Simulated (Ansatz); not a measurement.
## GaF under changes of volume

One of the cells (15.866 Å³/atom); the others are scaled copies at fixed shape and fractional positions:

```xyz
2
Lattice="3.1659 0.0000 0.0000 0.0000 3.1659 0.0000 0.0000 0.0000 3.1659" Properties=species:S:1:pos:R:3 pbc="T T T"
Ga    0.0000    0.0000    0.0000
F     1.5830    1.5830    1.5830
```

The cell was built by a generator and needn't be a form met in nature.

| Quantity | Value |
| --- | --- |
| Program | Ansatz 0.2.0 |
| Functional | PBE |
| Potentials or basis | Ansatz PAW |
| Cutoff | 420 eV (not typed: the program's choice for these potentials) |
| k mesh | 8 × 8 × 8 |
| Occupations | fermi-dirac, width 0.05 eV |
| Spin | no spin polarisation |

```tsv
volume (Å³/atom)	energy over the lowest point (meV/atom)	pressure (GPa)	gap on the mesh (eV)
14.914	9.04	3.1	none
15.231	4.05	2.0	none
15.549	1.09	1.0	0.19
15.866	0.00	0.0	0.34
16.183	0.72	-0.8	0.48
16.501	?	?	?
16.818	6.81	-2.2	0.76
```

**Question.** What does the run at 16.501 Å³/atom give?

**Answer.** Energy over the lowest point 3.07 meV/atom; pressure -1.6 GPa; gap on the mesh 0.62 eV.

Worked out: A Birch-Murnaghan fit of order 3 (a polynomial in V^(-2/3)) to the other rows has its minimum at 15.90 Å³/atom with B0 = V·E''(V) = 44 GPa and B' = 2.9. It gives 3.01 meV/atom at 16.501 Å³/atom, against the run's 3.07, and -dE/dV = -1.6 GPa, against -1.6.

Energies are extrapolated to zero smearing.

A mesh can miss the band edges. Spin-orbit coupling on Ga is left out.

A gap of «none» marks a metal or a gap under the smearing width.
